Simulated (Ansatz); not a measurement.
**Ti: strong compression**

How does Ti (sc type) answer strong compression? Methods of the runs shown: PAW. Its runs: cell relaxed at zero pressure (PAW); volume scaled by 1 (PAW); volume scaled by 0.95 (PAW); volume scaled by 0.85 (PAW); volume scaled by 0.75 (PAW); volume scaled by 0.65 (PAW); volume scaled by 0.55 (PAW); volume scaled by 0.45 (PAW); volume scaled by 0.4 (PAW and PAW (cutoff 800 eV)).

Computed with Ansatz 0.2.0 (DFT, LDA, PAW with Ansatz's default frozen-core files, scalar-relativistic, unless a step's input says otherwise).

1 further run of the same task is left out (it didn't finish). Runs told in other sessions of the task aren't counted.

## 1. The system as given

Symmetry: Pm-3m, No. 221, cubic system. Conventional cell: a = 2.591 Å, b = 2.591 Å, c = 2.591 Å, α = 90.00°, β = 90.00°, γ = 90.00°. Around Ti (site symmetry m-3m) lie 6 Ti at 2.59 Å.

Coordinates:

```cif
data_structure
_symmetry_space_group_name_H-M 'P 1'
_symmetry_Int_Tables_number 1
_cell_length_a 2.5914
_cell_length_b 2.5914
_cell_length_c 2.5914
_cell_angle_alpha 90.000
_cell_angle_beta 90.000
_cell_angle_gamma 90.000
_cell_volume 17.40
loop_
_atom_site_label
_atom_site_type_symbol
_atom_site_fract_x
_atom_site_fract_y
_atom_site_fract_z
_atom_site_occupancy
Ti1 Ti 0.00000 0.00000 0.00000 1
```

Whether this phase is the stable one at these pressures isn't tested.

## 2. Cell relaxed at zero pressure, PAW

The input, input.yaml:

```yaml
crystal:
  lattice:
    - [2.5913936339, 0.0, 0.0]
    - [0.0, 2.5913936339, 0.0]
    - [0.0, 0.0, 2.5913936339]
  atoms:
    - { symbol: Ti, position: [0.0, 0.0, 0.0] }
kpoints:
  mp_grid: { grid: [15, 15, 15] }
scf:
  occupations: { method: fermi_dirac, width: 0.05 }
hamiltonian:
  xc: lda
  pseudopotentials: { kind: paw }
output:
  forces: true
  stress: true
  write_density: true
  write_potential: true
  elf: true
  volumetric_format: npy
relax:
  f_tol: 0.005
  max_steps: 40
  cell: {}
```

On the command line:

```sh
ansatz run input.yaml --threads 1 --pin off --max-ram 2048MiB --backend cpu --events-out ev --progress --plain --runs-dir out
```

After this run come: Volume scaled by 1, PAW; Volume scaled by 0.95, PAW; Volume scaled by 0.85, PAW; Volume scaled by 0.75, PAW; Volume scaled by 0.65, PAW; Volume scaled by 0.55, PAW; Volume scaled by 0.45, PAW; Volume scaled by 0.4, PAW; Volume scaled by 0.4, PAW (cutoff 800 eV).

Q: Predict the outcome of this session. Wanted: PAW pressure at 0.4 of the volume; fitted bulk modulus at zero pressure.

**Answer**, as computed:

```
                                         quantity      value
                PAW pressure at 0.4 of the volume  481.6 GPa
PAW (cutoff 800 eV) pressure at 0.4 of the volume  480.8 GPa
       fitted bulk modulus at zero pressure (PAW)     83 GPa
                          its pressure derivative       3.96
```

By PAW the pressure climbs to 482 GPa at 0.4 of the first volume. A third-order Birch-Murnaghan curve fits the range only roughly (B₀ = 83 GPa, B′ = 3.96, misfit at most 4.85 GPa). A fit over so wide a range leans to the high pressures, so B₀ can be off by several per cent. No all-electron run checks these rows here, and frozen cores can fail under such compression. The ions are at rest, and the electrons smeared by 0.05 eV.

At pressures up to 482 GPa the PAW spheres may overlap and frozen cores may not hold, so those PAW values are rough without an all-electron check.
